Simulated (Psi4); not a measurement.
# MP3/6-31G(d) (spherical functions) run of BGeNH6 (SMILES B[NH][GeH3])

What is the vertical ionisation energy of BGeNH6 at MP3/6-31G* (spherical functions)? 

The calculation is run with Psi4 1.11.

3 further runs of the same task are left out: 1 that didn't finish, 2 set aside as unsound or not needed.

## 1. The system as given

BGeNH6 has 9 atoms, charge 0, and is taken as a singlet. As SMILES, `B[NH][GeH3]`. The shape is that of a PBE0-D4/def2-TZVP optimisation.

Bond lengths: B1–N2 1.392 Å, N2–Ge3 1.854 Å, B1–H4 1.199 Å, B1–H5 1.199 Å, N2–H6 1.010 Å, Ge3–H7 1.538 Å, Ge3–H8 1.530 Å, Ge3–H9 1.538 Å. Some angles: B1–N2–Ge3 126.2°, B1–N2–H6 117.9°, Ge3–N2–H6 115.9°, N2–B1–H4 119.2°, N2–B1–H5 119.6°, N2–Ge3–H7 109.1°, N2–Ge3–H8 106.5°, N2–Ge3–H9 109.1°, H4–B1–H5 121.2°, H7–Ge3–H8 111.5°.

## 2. A single-point energy at MP3/6-31G(d) (spherical functions)

Input file bgeh6n.dat:

```
memory 2200 MB

molecule system {
  0 1
  B     -0.874000     0.629500    -1.162900
  N     -0.023300     0.687100    -0.062700
  Ge     0.665200    -0.761400     0.866600
  H     -1.217900    -0.440700    -1.581000
  H     -1.249100     1.647000    -1.674800
  H      0.253900     1.598400     0.272500
  H      2.201600    -0.714800     0.804900
  H      0.114900    -2.015200     0.184600
  H      0.217300    -0.676000     2.335700
  symmetry c1
}

set basis 6-31G*
set reference rhf
set puream true
set e_convergence 1e-09
set d_convergence 1e-08
set scf_type pk
set num_frozen_docc 11
set mp_type conv

energy_value, wavefunction = energy("mp3", return_wfn=True)
```

Command:

```bash
$ psi4 -i bgeh6n.dat -o bgeh6n.out -n 1
```

bgeh6n.out:

```text
[...]
  Running in c1 symmetry.
[...]
  Nuclear repulsion =  177.534512165479441
[...]
  Multiplicity = 1
[...]
  Nalpha       = 25
  Nbeta        = 25
[...]
    Number of basis functions: 72
[...]
   @RHF iter   1: -2156.62203530245870   -3.45538e+00   3.20702e-02 ADIIS/DIIS
[...]
   @RHF iter  12: -2157.72379791794447   -4.09273e-12   4.22705e-09 DIIS
[...]
    Orbital Energies [Eh]
    ---------------------
    Doubly Occupied:
       1A   -405.257221     2A    -52.193061     3A    -46.283255
       4A    -46.283158     5A    -46.283080     6A    -15.550588
       7A     -7.578224     8A     -7.220804     9A     -5.195798
      10A     -5.195079    11A     -5.194760    12A     -1.650770
      13A     -1.648212    14A     -1.647902    15A     -1.644095
      16A     -1.643625    17A     -1.136678    18A     -0.743835
      19A     -0.703694    20A     -0.587695    21A     -0.523736
      22A     -0.498774    23A     -0.478145    24A     -0.442135
      25A     -0.413351
[...]
  @RHF Final Energy: -2157.72379791794447
   => Energetics <=
    Nuclear Repulsion Energy =            177.5345121654794411
    One-Electron Energy =               -3358.5212694401170666
    Two-Electron Energy =                1023.2629593566932726
    Total Energy =                      -2157.7237979179444665
[...]
 Multipole Moments:
 ------------------------------------------------------------------------------------
     Multipole            Electronic (a.u.)      Nuclear  (a.u.)        Total (a.u.)
 ------------------------------------------------------------------------------------
 L = 1.  Multiply by 2.5417464519 to convert [e a0] to [Debye]
 Dipole X            :          3.7175828           -3.3287215            0.3888613
 Dipole Y            :         -4.1056171            4.1632646            0.0576475
 Dipole Z            :          4.9226235           -4.4201616            0.5024619
 Magnitude           :                                                    0.6379689
[...]
	SCS-MP2 Total Energy (a.u.)        : -2158.19251786757195
	SOS-MP2 Total Energy (a.u.)        : -2158.18395906479827
[...]
	SOS-PI-MP2 Total Energy (a.u.)     : -2158.21935607609475
[...]
	MP2 Total Energy (a.u.)            : -2158.20963547311703
[...]
	SCS-MP3 Total Energy (a.u.)        : -2158.19415715439754
[...]
	MP3 Total Energy (a.u.)            : -2158.21619262041895
[...]
```

Run time: 4.2 s. Hardware: 1 thread of AMD EPYC 9R45 (Zen 5), shared host; peak memory 0.36 GiB.

## 3. The doublet cation at the same level

Input file input.dat:

```
memory 2200 mb

molecule system {
  1 2
  B     -0.874000     0.629500    -1.162900
  N     -0.023300     0.687100    -0.062700
  Ge     0.665200    -0.761400     0.866600
  H     -1.217900    -0.440700    -1.581000
  H     -1.249100     1.647000    -1.674800
  H      0.253900     1.598400     0.272500
  H      2.201600    -0.714800     0.804900
  H      0.114900    -2.015200     0.184600
  H      0.217300    -0.676000     2.335700
  units angstrom
  symmetry c1
  no_reorient
  no_com
}

set globals {
  reference       uhf
  puream          true
  e_convergence   1e-09
  d_convergence   1e-08
  scf_type        pk
  num_frozen_docc 11
  maxiter         100
  mp_type         conv
}

result, w = energy('mp3/6-31G*', return_wfn=True)
```

Command:

```bash
$ psi4 -i input.dat -o output.dat -n 1
```

output.dat:

```text
[...]
  Running in c1 symmetry.
[...]
  Nuclear repulsion =  177.534512165479441
[...]
  Multiplicity = 2
[...]
  Nalpha       = 25
  Nbeta        = 24
[...]
    Number of basis functions: 72
[...]
   @UHF iter   1: -2156.21445495241778   -3.04780e+00   3.20903e-02 DIIS/ADIIS
[...]
   @UHF iter  28: -2157.32176522945610   -1.04592e-11   7.08672e-09 DIIS
[...]
   @S^2 Observed:                7.765055671E-01
[...]
    Orbital Energies [Eh]
    ---------------------
    Alpha Occupied:
       1A   -405.439067     2A    -52.375204     3A    -46.465885
       4A    -46.464979     5A    -46.464863     6A    -15.803944
       7A     -7.906716     8A     -7.402981     9A     -5.380076
      10A     -5.376152    11A     -5.375362    12A     -1.836309
      13A     -1.829721    14A     -1.829657    15A     -1.824538
      16A     -1.824491    17A     -1.393637    18A     -1.026157
      19A     -0.958533    20A     -0.894928    21A     -0.839026
      22A     -0.741094    23A     -0.703196    24A     -0.648524
      25A     -0.616877
    Alpha Virtual:
[...]
  @UHF Final Energy: -2157.32176522945610
   => Energetics <=
    Nuclear Repulsion Energy =            177.5345121654794411
    One-Electron Energy =               -3347.9460396621452674
    Two-Electron Energy =                1013.0897622672093803
    Total Energy =                      -2157.3217652294561049
  UHF NO Occupations:
  HONO-2 :   23  A 1.9990050
  HONO-1 :   24  A 1.9878888
[...]
 Multipole Moments:
 ------------------------------------------------------------------------------------
     Multipole            Electronic (a.u.)      Nuclear  (a.u.)        Total (a.u.)
 ------------------------------------------------------------------------------------
 L = 1.  Multiply by 2.5417464519 to convert [e a0] to [Debye]
 Dipole X            :        -33.0770984           32.2651839           -0.8119145
 Dipole Y            :         33.0928275          -32.1421627            0.9506648
 Dipole Z            :        -42.3343357           41.2332571           -1.1010786
 Magnitude           :                                                    1.6659360
[...]
	SCS-MP2 Total Energy (a.u.)        : -2157.78517171605017
	SOS-MP2 Total Energy (a.u.)        : -2157.77548768339693
[...]
	SOS-PI-MP2 Total Energy (a.u.)     : -2157.81038941062343
[...]
	MP2 Total Energy (a.u.)            : -2157.80453978135665
[...]
	SCS-MP3 Total Energy (a.u.)        : -2157.78597330948105
[...]
	MP3 Total Energy (a.u.)            : -2157.80774615507971
[...]
```

It took 6.3 s on 1 thread of AMD EPYC 9R45 (Zen 5), shared host; peak memory 0.37 GiB.

## 4. Summary of results

At MP3/6-31G* (spherical functions), 11 core orbitals frozen:

```
                                                                  quantity           value
                                              singlet BGeNH6: total energy  -2158.21619 Eh
                       singlet BGeNH6: HOMO energy (Hartree–Fock orbitals)       -11.25 eV
                       singlet BGeNH6: LUMO energy (Hartree–Fock orbitals)         3.47 eV
                     singlet BGeNH6: HOMO–LUMO gap (Hartree–Fock orbitals)        14.72 eV
              singlet BGeNH6: correlation energy (11 core orbitals frozen)      -492.4 mEh
                                              doublet cation: total energy  -2157.80775 Eh
doublet cation: HOMO energy (Hartree–Fock orbitals) (highest over α and β)       -16.69 eV
 doublet cation: LUMO energy (Hartree–Fock orbitals) (lowest over α and β)        -9.77 eV
              doublet cation: correlation energy (11 core orbitals frozen)      -486.0 mEh
                         doublet cation: ⟨S²⟩ of the reference determinant           0.777
                        vertical ionisation energy (to the doublet cation)       11.114 eV
```

In words: The vertical ionisation energy comes to 11.11 eV (1072 kJ/mol).
